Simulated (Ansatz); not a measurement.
**C2H5GeN: basis-set convergence**

An exercise on one series of results from a longer session: the logs are not shown, and one member is left open.

Computed with Ansatz 0.2.0, Gaussian basis. Level: one geometry, several basis sets.

The runs, in order: PBE0-D4/def2-SVP; ωB97M-V/def2-SVP; PBE0-D4/def2-QZVPP; ωB97M-V/def2-QZVPP; the functionals' def2-TZVPP values are taken from earlier runs.

## The geometry

All runs share one geometry, relaxed beforehand with PBE0-D4 in a triple-zeta def2 set.

SMILES `C#[C][GeH2][NH2]`, 9 atoms, charge 0, spin multiplicity 1.

Atoms are counted from 1 here; the program's logs count them from 0.

Bond lengths: C1–C2 1.206 Å, C1–H5 1.066 Å, C2–Ge3 1.914 Å, Ge3–N4 1.834 Å, Ge3–H6 1.532 Å, Ge3–H7 1.532 Å, N4–H8 1.011 Å, N4–H9 1.011 Å. Angles: C2–C1–H5 179.8°, C1–C2–Ge3 178.7°, C2–Ge3–N4 113.1°, C2–Ge3–H6 107.9°, C2–Ge3–H7 107.9°, N4–Ge3–H6 107.7°, N4–Ge3–H7 107.7°, H6–Ge3–H7 112.6°, Ge3–N4–H8 113.5°, Ge3–N4–H9 113.5°, H8–N4–H9 108.1°.

The first run:

The input, in.yaml:

```yaml
crystal:
  periodic: [false, false, false]
  atoms:
    - {symbol: C, position_ang: [-0.021052, 1.135381, -2.158224]}
    - {symbol: C, position_ang: [0.247091, 0.688245, -1.070476]}
    - {symbol: Ge, position_ang: [0.633408, -0.041815, 0.656602]}
    - {symbol: N, position_ang: [-0.723529, -1.084635, 1.317193]}
    - {symbol: H, position_ang: [-0.255048, 1.532096, -3.119591]}
    - {symbol: H, position_ang: [0.838257, 1.127079, 1.625860]}
    - {symbol: H, position_ang: [1.879201, -0.924223, 0.525859]}
    - {symbol: H, position_ang: [-1.589019, -0.580511, 1.456166]}
    - {symbol: H, position_ang: [-0.920609, -1.897916, 0.749511]}
basis:
  gaussian: {orbitals: def2-SVP}
hamiltonian: {xc: pbe0, dispersion: d4}
output: {orbitals: {seedname: orbitals}}
```

The run is started by

```bash
> ansatz run in.yaml --threads 2 --pin off --events-out ev --progress --plain --max-ram 4352MiB
```

Steps of the session up to this table: PBE0-D4 in def2-SVP; ωB97M-V in def2-SVP; PBE0-D4 in def2-QZVPP; ωB97M-V in def2-QZVPP.

One of the session's tables, all rows but one given; the rest of the session is left out.

It belongs to the step «Functionals by basis». 

| functional | basis | HOMO (eV) | LUMO (eV) |
| --- | --- | --- | --- |
| PBE0-D4 | def2-SVP | -7.36 | 0.14 |
| PBE0-D4 | def2-TZVPP | ? | ? |
| PBE0-D4 | def2-QZVPP | -7.61 | -0.25 |
| ωB97M-V | def2-SVP | -9.70 | 2.12 |
| ωB97M-V | def2-TZVPP | -9.93 | 1.68 |
| ωB97M-V | def2-QZVPP | -9.96 | 1.39 |

Estimate the missing values for PBE0-D4, def2-TZVPP.

**Answer.** HOMO (eV): -7.57; LUMO (eV): -0.13. In the column «HOMO (eV)» it lies between PBE0-D4, def2-QZVPP (-7.61) and PBE0-D4, def2-SVP (-7.36).
